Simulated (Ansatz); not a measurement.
Born–Oppenheimer molecular dynamics of a periodic cell of 36 atoms, Be (start crystal Be, start structure hcp, volume 1.15 times the crystal's). It starts from a structure without forces on its atoms.

All numbers below come from DFT PBE, scalar-relativistic, plane waves, PAW (Ansatz 0.2.0). Settings: accuracy low, cutoff 420 eV, k mesh 2x2x2, fermi-dirac smearing 0.36 eV, no spin polarisation.

* ensemble: NVT, Langevin thermostat
* time step: 0.75 fs
* steps asked: 40
* set temperature: 4200 K
* friction: 0.02 /fs
* seed: 745978

Frames 3.75 fs apart, positions in Å, forces in eV/Å.

Velocities at 0.0 fs (Å/ps):

```
Be 18.49 -1.34 3.17
Be 27.55 12.22 2.19
Be 10.95 6.26 -5.46
Be 19.48 -43.45 26.73
Be -3.97 -16.80 -10.68
Be -4.47 33.33 20.82
Be 33.36 5.90 9.86
Be 1.09 -21.79 -0.44
Be 21.68 -18.14 5.81
Be -15.04 21.43 13.86
Be 10.61 -10.51 -6.00
Be -24.13 -0.59 -18.82
Be -33.65 -0.81 7.49
Be 1.36 16.44 31.24
Be -50.61 16.32 16.08
Be -11.39 -24.44 -39.90
Be 4.09 10.68 16.99
Be -21.34 -33.41 15.36
Be 0.14 -5.16 -29.32
Be -15.45 3.96 -17.22
Be 33.90 5.81 10.06
Be -8.09 -3.63 24.40
Be -36.85 -10.50 6.95
Be 15.24 -0.62 15.09
Be -32.13 16.16 -28.50
Be -20.19 17.66 25.54
Be 13.04 0.98 -23.12
Be 0.50 -32.03 -7.54
Be 1.69 -21.70 1.28
Be 8.44 -21.32 -10.41
Be -1.26 25.74 -27.72
Be 11.21 16.92 -41.01
Be 20.89 10.55 13.77
Be 27.07 44.50 9.29
Be -12.76 -4.33 9.00
Be 10.54 5.71 -18.85
```

```xyz
36
Lattice="7.1976 0.0000 0.0000 -3.5988 6.2333 0.0000 0.0000 0.0000 7.5191" Properties=species:S:1:pos:R:3:forces:R:3 time_fs=0.0 energy_less_start_eV=0.000 T=4083
Be 0.000 0.000 0.000 0.00 0.00 0.00
Be 0.000 1.385 1.880 0.00 0.00 0.00
Be 0.000 0.000 3.760 0.00 0.00 0.00
Be 0.000 1.385 5.639 0.00 0.00 0.00
Be -1.200 2.078 0.000 0.00 0.00 0.00
Be -1.200 3.463 1.880 0.00 0.00 0.00
Be -1.200 2.078 3.760 0.00 0.00 0.00
Be -1.200 3.463 5.639 0.00 0.00 0.00
Be -2.399 4.156 0.000 0.00 0.00 0.00
Be -2.399 5.541 1.880 0.00 0.00 0.00
Be -2.399 4.156 3.760 0.00 0.00 0.00
Be -2.399 5.541 5.639 0.00 0.00 0.00
Be 2.399 0.000 0.000 0.00 0.00 0.00
Be 2.399 1.385 1.880 0.00 0.00 0.00
Be 2.399 0.000 3.760 0.00 0.00 0.00
Be 2.399 1.385 5.639 0.00 0.00 0.00
Be 1.200 2.078 0.000 0.00 0.00 0.00
Be 1.200 3.463 1.880 0.00 0.00 0.00
Be 1.200 2.078 3.760 0.00 0.00 0.00
Be 1.200 3.463 5.639 0.00 0.00 0.00
Be 0.000 4.156 0.000 0.00 0.00 0.00
Be 0.000 5.541 1.880 0.00 0.00 0.00
Be 0.000 4.156 3.760 0.00 0.00 0.00
Be 0.000 5.541 5.639 0.00 0.00 0.00
Be 4.798 0.000 0.000 0.00 0.00 0.00
Be 4.798 1.385 1.880 0.00 0.00 0.00
Be 4.798 0.000 3.760 0.00 0.00 0.00
Be 4.798 1.385 5.639 0.00 0.00 0.00
Be 3.599 2.078 0.000 0.00 0.00 0.00
Be 3.599 3.463 1.880 0.00 0.00 0.00
Be 3.599 2.078 3.760 0.00 0.00 0.00
Be 3.599 3.463 5.639 0.00 0.00 0.00
Be 2.399 4.156 0.000 0.00 0.00 0.00
Be 2.399 5.541 1.880 0.00 0.00 0.00
Be 2.399 4.156 3.760 0.00 0.00 0.00
Be 2.399 5.541 5.639 0.00 0.00 0.00
36
Lattice="7.1976 0.0000 0.0000 -3.5988 6.2333 0.0000 0.0000 0.0000 7.5191" Properties=species:S:1:pos:R:3:forces:R:3 time_fs=3.8 energy_less_start_eV=1.521 T=4123
Be 0.088 -0.021 -0.004 -0.48 -0.01 0.23
Be 0.113 1.428 1.928 -0.65 -0.43 -0.26
Be 0.054 0.044 3.731 -0.47 -0.13 0.20
Be 0.050 1.216 5.736 -0.16 0.89 -0.53
Be -1.196 2.020 -0.009 -0.06 0.10 0.25
Be -1.208 3.575 1.926 0.10 -0.47 -0.33
Be -1.075 2.108 3.817 -0.55 -0.25 -0.27
Be -1.215 3.387 5.643 0.05 0.35 0.15
Be -2.351 4.097 0.037 -0.15 0.28 -0.35
Be -2.433 5.630 1.936 0.27 -0.44 -0.24
Be -2.379 4.133 3.715 -0.25 0.21 0.12
Be -2.495 5.538 5.573 0.51 -0.36 0.41
Be 2.287 0.005 0.039 0.60 -0.05 -0.07
Be 2.398 1.433 1.979 0.12 -0.30 -0.69
Be 2.242 0.095 3.846 0.83 -0.75 -0.89
Be 2.337 1.282 5.490 0.33 0.87 1.16
Be 1.230 2.127 0.066 0.03 -0.21 -0.54
Be 1.140 3.309 1.923 0.21 1.14 -0.17
Be 1.181 2.077 3.674 0.11 0.09 0.93
Be 1.129 3.458 5.577 0.28 -0.13 0.27
Be 0.111 4.171 0.019 -0.45 -0.07 -0.02
Be -0.017 5.549 1.932 0.07 0.06 -0.12
Be -0.159 4.123 3.767 0.87 0.30 0.10
Be 0.062 5.554 5.678 -0.51 -0.23 -0.56
Be 4.676 0.059 -0.103 0.64 -0.31 0.80
Be 4.720 1.472 1.956 0.52 -0.44 -0.51
Be 4.850 0.056 3.663 -0.15 -0.18 0.44
Be 4.780 1.252 5.604 0.11 0.77 -0.14
Be 3.613 1.992 0.004 -0.19 0.45 -0.26
Be 3.660 3.386 1.828 -0.30 0.53 0.12
Be 3.588 2.189 3.669 0.01 -0.51 0.68
Be 3.655 3.527 5.474 -0.35 -0.39 0.83
Be 2.470 4.210 0.052 -0.27 -0.32 -0.21
Be 2.499 5.663 1.905 -0.49 -0.25 -0.25
Be 2.362 4.116 3.787 0.02 0.30 -0.47
Be 2.421 5.561 5.572 -0.20 -0.11 0.21
36
Lattice="7.1976 0.0000 0.0000 -3.5988 6.2333 0.0000 0.0000 0.0000 7.5191" Properties=species:S:1:pos:R:3:forces:R:3 time_fs=7.5 energy_less_start_eV=6.382 T=3817
Be 0.183 -0.067 -0.039 -1.19 -0.22 0.86
Be 0.208 1.439 2.013 -1.65 -1.26 -1.26
Be 0.112 0.079 3.674 -1.29 -0.17 0.72
Be 0.100 1.065 5.828 -0.40 2.18 -1.03
Be -1.197 1.942 0.007 -0.06 0.14 0.27
Be -1.183 3.675 1.962 -0.03 -0.81 -0.86
Be -0.967 2.154 3.890 -1.08 -0.92 -0.59
Be -1.201 3.324 5.652 -0.13 0.64 0.42
Be -2.317 4.084 0.033 -0.17 0.33 -0.45
Be -2.405 5.719 1.988 0.50 -0.91 -0.50
Be -2.348 4.142 3.650 -0.94 0.25 0.23
Be -2.561 5.551 5.537 1.01 -1.05 0.48
Be 2.194 0.023 0.077 1.50 0.01 -0.13
Be 2.387 1.429 2.058 0.49 -0.41 -1.33
Be 2.095 0.208 3.933 1.47 -2.54 -3.27
Be 2.260 1.160 5.357 0.95 2.76 3.61
Be 1.295 2.217 0.129 -0.07 -0.65 -1.05
Be 1.100 3.158 1.969 0.37 3.02 -0.70
Be 1.141 2.091 3.561 0.76 0.10 2.91
Be 1.041 3.476 5.543 0.51 -0.36 0.30
Be 0.206 4.183 0.019 -0.73 -0.06 0.11
Be 0.009 5.553 1.972 0.05 0.14 -0.28
Be -0.323 4.088 3.774 2.30 0.88 0.40
Be 0.110 5.558 5.714 -1.09 -0.69 -1.39
Be 4.542 0.105 -0.202 1.34 -0.79 1.79
Be 4.649 1.598 2.014 1.19 -1.26 -0.92
Be 4.880 0.167 3.574 0.08 -0.43 0.84
Be 4.773 1.139 5.578 0.26 1.69 -0.39
Be 3.690 1.921 -0.019 -0.69 1.22 -0.16
Be 3.731 3.365 1.796 -0.79 1.08 -0.06
Be 3.531 2.268 3.607 0.04 -0.82 1.22
Be 3.725 3.567 5.328 -0.63 -0.51 1.51
Be 2.517 4.258 0.084 -0.41 -0.55 -0.24
Be 2.606 5.776 1.901 -0.96 -0.38 -0.43
Be 2.309 4.043 3.815 -0.05 0.82 -0.85
Be 2.440 5.596 5.500 -0.44 -0.48 0.24
36
Lattice="7.1976 0.0000 0.0000 -3.5988 6.2333 0.0000 0.0000 0.0000 7.5191" Properties=species:S:1:pos:R:3:forces:R:3 time_fs=11.2 energy_less_start_eV=13.728 T=2907
Be 0.264 -0.139 -0.079 -2.07 -0.64 1.61
Be 0.246 1.391 2.111 -2.21 -1.20 -2.70
Be 0.153 0.080 3.596 -2.32 -0.37 1.58
Be 0.125 0.960 5.926 -0.66 3.40 -1.58
Be -1.240 1.886 0.044 0.22 0.03 0.23
Be -1.140 3.768 1.993 -0.33 -1.25 -1.54
Be -0.913 2.226 3.946 -1.30 -2.23 -0.99
Be -1.152 3.258 5.665 -0.48 0.88 0.91
Be -2.265 4.087 0.004 -0.22 0.26 -0.39
Be -2.376 5.773 2.008 0.74 -1.40 -0.71
Be -2.299 4.148 3.585 -2.09 0.41 0.04
Be -2.594 5.560 5.528 1.37 -1.62 0.15
Be 2.134 0.033 0.097 2.53 0.28 -0.18
Be 2.360 1.420 2.116 1.11 -0.52 -1.71
Be 1.959 0.291 3.982 1.53 -4.33 -6.38
Be 2.200 1.074 5.275 1.94 4.93 6.90
Be 1.385 2.285 0.189 -0.16 -0.87 -1.37
Be 1.075 3.086 2.026 0.19 4.72 -2.43
Be 1.124 2.143 3.435 1.33 -0.53 6.36
Be 0.975 3.497 5.553 0.72 -0.49 0.22
Be 0.299 4.202 0.036 -0.90 -0.06 0.17
Be 0.040 5.486 1.978 0.25 0.62 -0.29
Be -0.451 4.045 3.797 4.14 1.81 0.83
Be 0.123 5.566 5.715 -1.34 -1.09 -1.82
Be 4.436 0.179 -0.266 1.94 -2.25 2.11
Be 4.575 1.717 2.076 1.91 -1.87 -1.65
Be 4.868 0.326 3.453 0.46 -0.96 1.50
Be 4.809 1.066 5.519 0.29 2.32 -0.33
Be 3.798 1.854 -0.077 -1.67 2.97 0.16
Be 3.781 3.382 1.769 -1.19 1.74 -0.44
Be 3.484 2.359 3.573 0.00 -1.32 1.31
Be 3.817 3.613 5.193 -0.91 -0.53 2.12
Be 2.577 4.279 0.093 -0.55 -0.55 -0.23
Be 2.703 5.914 1.873 -1.68 -0.87 -0.77
Be 2.239 3.950 3.856 -0.14 1.43 -0.96
Be 2.433 5.611 5.412 -0.46 -0.85 0.25
36
Lattice="7.1976 0.0000 0.0000 -3.5988 6.2333 0.0000 0.0000 0.0000 7.5191" Properties=species:S:1:pos:R:3:forces:R:3 time_fs=15.0 energy_less_start_eV=18.954 T=1979
Be 0.328 -0.228 -0.091 -3.25 -0.83 1.76
Be 0.265 1.264 2.165 -1.04 1.82 -3.14
Be 0.163 0.082 3.518 -2.90 -1.17 3.10
Be 0.138 0.924 5.985 -0.91 3.61 -1.58
Be -1.277 1.825 0.065 0.57 -0.04 0.28
Be -1.124 3.861 1.964 -0.65 -1.86 -1.33
Be -0.905 2.261 3.990 -1.42 -3.57 -1.36
Be -1.105 3.207 5.684 -1.02 0.93 1.39
Be -2.227 4.070 -0.002 -0.26 0.24 -0.47
Be -2.326 5.804 2.038 0.75 -2.27 -1.08
Be -2.268 4.103 3.559 -2.70 0.74 -0.91
Be -2.640 5.545 5.531 1.55 -1.67 -0.26
Be 2.071 0.058 0.103 3.70 0.63 -0.19
Be 2.302 1.374 2.108 1.73 -0.05 -1.45
Be 1.891 0.306 3.970 1.89 -3.71 -5.43
Be 2.165 1.081 5.291 2.17 4.42 6.32
Be 1.450 2.335 0.233 -0.05 -1.00 -1.55
Be 1.066 3.117 2.045 -0.22 4.23 -2.98
Be 1.116 2.200 3.416 0.87 -1.45 6.59
Be 0.911 3.503 5.588 1.14 -0.59 -0.01
Be 0.379 4.197 0.060 -1.11 0.12 0.11
Be 0.050 5.399 1.941 0.81 1.52 -0.05
Be -0.527 3.986 3.833 5.46 2.80 0.74
Be 0.126 5.555 5.678 -1.32 -1.15 -1.76
Be 4.352 0.250 -0.319 2.32 -4.65 1.71
Be 4.531 1.777 2.123 2.29 -1.68 -2.77
Be 4.806 0.467 3.381 0.70 -1.99 2.03
Be 4.856 1.016 5.432 -0.02 2.78 0.25
Be 3.890 1.813 -0.124 -2.80 5.47 0.45
Be 3.804 3.392 1.732 -1.31 2.20 -0.85
Be 3.446 2.431 3.506 -0.17 -1.83 1.23
Be 3.890 3.613 5.054 -1.32 -0.56 2.98
Be 2.617 4.295 0.072 -0.59 -0.53 -0.20
Be 2.761 6.038 1.849 -2.79 -1.93 -1.37
Be 2.158 3.845 3.868 -0.08 2.24 -0.44
Be 2.379 5.619 5.322 -0.03 -1.25 0.25
36
Lattice="7.1976 0.0000 0.0000 -3.5988 6.2333 0.0000 0.0000 0.0000 7.5191" Properties=species:S:1:pos:R:3:forces:R:3 time_fs=18.8 energy_less_start_eV=19.364 T=2234
Be 0.349 -0.318 -0.066 -3.18 -0.34 1.23
Be 0.271 1.170 2.182 0.95 5.16 -3.00
Be 0.148 0.082 3.472 -3.04 -2.01 4.19
Be 0.136 0.937 6.007 -0.97 2.64 -1.21
Be -1.325 1.770 0.079 1.11 -0.07 0.38
Be -1.144 3.932 1.904 -0.64 -2.40 -0.76
Be -0.933 2.219 4.001 -1.44 -3.13 -1.23
Be -1.043 3.205 5.718 -1.78 0.63 1.37
Be -2.203 4.094 0.005 -0.21 0.07 -0.78
Be -2.248 5.819 2.058 0.17 -2.86 -1.52
Be -2.265 4.048 3.517 -2.02 0.96 -1.49
Be -2.639 5.484 5.526 1.25 -0.75 -0.13
Be 2.063 0.117 0.107 3.46 0.72 -0.30
Be 2.263 1.353 2.088 2.00 0.74 -1.07
Be 1.879 0.244 3.897 2.83 -1.47 -1.46
Be 2.134 1.161 5.397 1.65 2.18 2.78
Be 1.491 2.428 0.206 0.21 -1.43 -1.61
Be 1.098 3.204 1.983 -0.33 2.45 -1.20
Be 1.104 2.258 3.490 -0.24 -2.24 3.64
Be 0.863 3.502 5.606 1.79 -0.65 -0.08
Be 0.429 4.224 0.078 -1.27 0.15 -0.25
Be 0.061 5.338 1.866 1.33 2.44 0.34
Be -0.516 3.956 3.855 5.02 2.60 0.36
Be 0.170 5.538 5.639 -1.57 -1.27 -1.99
Be 4.327 0.245 -0.390 1.93 -3.65 1.97
Be 4.500 1.781 2.135 2.20 -0.77 -3.87
Be 4.753 0.557 3.348 0.77 -3.07 2.55
Be 4.892 1.020 5.380 -0.23 2.79 0.65
Be 3.943 1.866 -0.152 -2.96 4.77 0.37
Be 3.831 3.428 1.677 -1.23 1.83 -0.74
Be 3.461 2.449 3.493 -0.64 -1.58 0.89
Be 3.956 3.606 4.979 -1.69 -0.70 3.56
Be 2.623 4.309 0.021 -0.49 -0.48 -0.17
Be 2.771 6.163 1.792 -4.11 -3.13 -1.81
Be 2.039 3.773 3.889 0.96 3.05 0.04
Be 2.318 5.607 5.207 0.42 -1.20 0.37
```

Of the whole run (30 fs, mean temperature of the second half 2893 K): The mean temperature of the second half is 31 % below the set value. A run of 0.03 ps of so small a system gives no equilibrium averages. Limits of this set-up: coarse k mesh, low accuracy level.

Run time: 11 min on 1 thread of Arm Neoverse N1, on a shared host, peak memory 0.79 GiB.
